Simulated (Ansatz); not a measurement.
# C₃H₅BO: up Jacob's ladder to CCSD(T)

The task here is to estimate one member of a computed series from the others.

Computed with Ansatz 0.2.0, Gaussian basis. Level: functionals in def2-TZVPP, the program's frozen cores in correlated methods.

Levels to be run: LDA (SPW92), PBE-D4, revPBE-D4, BLYP-D4, r2SCAN-D4, B97M-V, PBE0-D4, B3LYP-D4, r2SCANh-D4, r2SCAN0-D4, HSE06-D4, BHLYP-D4, CAM-B3LYP-D4, LC-ωPBE, ωB97X-V, ωB97M-V, B2PLYP, PBE-QIDH; CCSD(T)/def2-SVP; CCSD(T)/def2-TZVPP; MP2/def2-QZVPP; extrapolation to the limit; RPA on PBE.

## Structure used throughout

An earlier PBE0-D4 in a triple-zeta def2 set relaxation fixed the geometry.

SMILES `BC1OC1=C`, 10 atoms, charge 0, spin multiplicity 1.

Atoms are counted from 1 here; the program's logs count them from 0.

Bond lengths: B1–C2 1.531 Å, B1–H6 1.195 Å, B1–H7 1.192 Å, C2–O3 1.495 Å, C2–C4 1.456 Å, C2–H8 1.087 Å, O3–C4 1.324 Å, C4–C5 1.315 Å, C5–H9 1.082 Å, C5–H10 1.080 Å. Angles: C2–B1–H6 118.9°, C2–B1–H7 119.7°, H6–B1–H7 121.3°, B1–C2–O3 117.7°, B1–C2–C4 113.4°, B1–C2–H8 124.6°, O3–C2–C4 53.3°, O3–C2–H8 111.9°, C4–C2–H8 115.3°, C2–O3–C4 61.8°, C2–C4–O3 64.9°, C2–C4–C5 153.4°, O3–C4–C5 141.7°, C4–C5–H9 120.6°, C4–C5–H10 119.9°, H9–C5–H10 119.5°.

Set-up of the first run:

Contents of in.yaml:

```yaml
crystal:
  periodic: [false, false, false]
  atoms:
    - {symbol: B, position_ang: [-1.463625, -0.877779, -0.285318]}
    - {symbol: C, position_ang: [-0.012995, -0.973285, 0.195477]}
    - {symbol: O, position_ang: [1.069127, -0.774226, -0.817247]}
    - {symbol: C, position_ang: [0.752437, 0.243901, -0.032488]}
    - {symbol: C, position_ang: [1.062944, 1.499496, 0.204722]}
    - {symbol: H, position_ang: [-2.345405, -1.005035, 0.511222]}
    - {symbol: H, position_ang: [-1.691383, -0.614042, -1.425101]}
    - {symbol: H, position_ang: [0.321490, -1.583859, 1.030323]}
    - {symbol: H, position_ang: [1.859284, 1.983572, -0.345275]}
    - {symbol: H, position_ang: [0.531225, 2.050055, 0.966685]}
basis:
  gaussian: {orbitals: def2-TZVPP}
hamiltonian: {xc: lda}
output: {orbitals: {seedname: orbitals}}
```

Command:

```console
$ ansatz run in.yaml --threads 2 --pin off --events-out ev --progress --plain --max-ram 4352MiB
```

Steps of the session up to this table: LDA; PBE-D4 (GGA); revPBE-D4 (GGA); BLYP-D4 (GGA); r2SCAN-D4 (meta-GGA); B97M-V (meta-GGA); PBE0-D4 (hybrid); B3LYP-D4 (hybrid); r2SCANh-D4 (hybrid); r2SCAN0-D4 (hybrid); HSE06-D4 (hybrid); BHLYP-D4 (hybrid); CAM-B3LYP-D4 (range-separated); LC-ωPBE (range-separated); ωB97X-V (range-separated); ωB97M-V (range-separated); B2PLYP (double hybrid); PBE-QIDH (double hybrid).

One table of the session follows, with a row left open; its other results are not shown here.

It belongs to the step «Frontier levels by functional». 

```
  functional  HOMO (eV)  LUMO (eV)  gap (eV)
 LDA (SPW92)      -6.23      -3.11      3.12
      PBE-D4          ?          ?         ?
   revPBE-D4      -5.95      -2.70      3.25
     BLYP-D4      -5.87      -2.68      3.19
   r2SCAN-D4      -6.23      -2.47      3.76
      B97M-V      -6.28      -2.54      3.73
     PBE0-D4      -7.23      -1.84      5.39
    B3LYP-D4      -7.00      -2.07      4.92
  r2SCANh-D4      -6.69      -2.13      4.56
  r2SCAN0-D4      -7.38      -1.63      5.75
    HSE06-D4      -6.83      -2.22      4.61
    BHLYP-D4      -8.29      -0.82      7.47
CAM-B3LYP-D4      -8.56      -0.77      7.78
     LC-ωPBE      -9.90       0.44     10.33
     ωB97X-V      -9.53       0.34      9.88
     ωB97M-V      -9.46       0.09      9.56
```

**Question.** Estimate the row for PBE-D4.

The run gave: HOMO (eV): -6.02; LUMO (eV): -2.82; gap (eV): 3.21. In the column «HOMO (eV)» it lies between r2SCAN-D4 (-6.23) and revPBE-D4 (-5.95).
